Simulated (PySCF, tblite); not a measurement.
**C2H5OSi radical: geometry, infrared bands and EPR parameters**

Aim: predict the infrared bands and EPR parameters of C2H5OSi radical (`[CH2][SiH2]C=O`).

The runs use tblite 0.8.0 and PySCF 2.14.0, with density-fitted response routines of our own; the level of theory stands in each step. All values are computed, except where a source is named. Atoms are numbered from 0 throughout.

## Step 1: Starting geometry

9 atoms, charge 0, multiplicity 2; geometry from: force field or distance geometry start.

Bonds of the start (Å): C0–Si1 1.80, Si1–C2 1.89, C2–O3 1.21, C0–H4 1.09, C0–H5 1.08, Si1–H6 1.49, Si1–H7 1.48, C2–H8 1.10.

## Step 2: Optimising the geometry with GFN2-xTB

The job: settings as JSON, then the geometry in Å.

```
{"job": {"kind": "relax", "xc": "GFN2-xTB", "basis": "xTB"}, "charge": 0, "multiplicity": 2}
C     -1.526900    -0.260900    -0.317000
Si     0.096600     0.526400    -0.273900
C      1.424500    -0.436600     0.672200
O      1.229100    -1.603700     0.934000
H     -2.380900     0.290400    -0.697100
H     -1.644500    -1.274800     0.037800
H     -0.060800     1.873800     0.335500
H      0.544400     0.775000    -1.658700
H      2.332100     0.116400     0.942100
```

On the command line:

```console
$ OMP_NUM_THREADS=1 python probes_run.py task.json out
```

This one command runs all jobs of the session in turn.

**Question.** This job is followed by: GFN2-xTB harmonic vibrations, gas phase; UKS B3LYP, pcH-1 on C H O Si, non-relativistic, mean-field spin-orbit, GIAO. What will the session give for the following? strongest single infrared mode (GFN2-xTB); zero-point energy (GFN2-xTB); g(iso) (B3LYP); ⟨S²⟩; largest a(iso) (averaged by class); surface potential, 1st and 99th percentile.

**Answer**, as computed:

| quantity | value |
| --- | --- |
| strongest single infrared mode (GFN2-xTB) | 1760 cm⁻¹, 438 km/mol |
| zero-point energy (GFN2-xTB) | 35.1 kcal/mol |
| g(iso) (B3LYP) | 2.00300 |
| ⟨S²⟩ | 0.759 (exact 0.75) |
| largest a(iso) (averaged by class) | 13C on C0, 76.9 MHz |
| surface potential, 1st and 99th percentile | -1.49 V and 1.32 V |

In words: The optimisation took 127 steps and gained 0.245 eV; among the close pairs (by a distance rule), Si1–C2 changed most, from 1.894 to 1.945 Å. All 21 modes are real, so the xTB geometry is a minimum. The strongest single mode, at 1760 cm⁻¹, moves mainly C2 and O3. GFN2-xTB is a fitted tight-binding method: band positions and strengths are rough. Its intensities can rank the bands wrongly. Most of the unpaired spin sits on C0 (0.99 e). The isotropic g lies 0.7 ppt above the free-electron value.
